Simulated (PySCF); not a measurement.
# Cl6Ta ([TaCl6]-): the cost of one run

Programs: PySCF 2.14.0, with routines of our own; each step states its level. All values are computed. Atoms count from 0.

## Step 1: The starting structure

7 atoms, charge -1, multiplicity 1; geometry from: GFN2-xTB.

## Step 2: Geometry optimisation at PBE0-D3(BJ)/def2-SVP

What the job is given:

```
{"job": {"xc": "PBE0", "basis": "def2-SVP", "d3": "d3bj", "grid": 1, "maxiter": 30, "kind": "geom"}, "charge": -1, "multiplicity": 1}
Ta     0.000230     0.000150     0.000010
Cl    -0.007370     0.000390     2.357180
Cl     0.030560     0.018810    -2.356860
Cl     2.357080    -0.002360     0.013860
Cl    -2.356700    -0.017070    -0.024130
Cl    -0.019610     2.357100     0.013990
Cl    -0.004190    -2.357010    -0.004050
```

The run is started by

```sh
> OMP_NUM_THREADS=2 python heavy_run.py task.json out
```

This one command runs all jobs of the session in turn.

Q: Estimate the wall time and peak memory of this first job on 2 threads of AMD EPYC 9R45, shared host.

About 31 s, with a peak of 0.62 GiB.
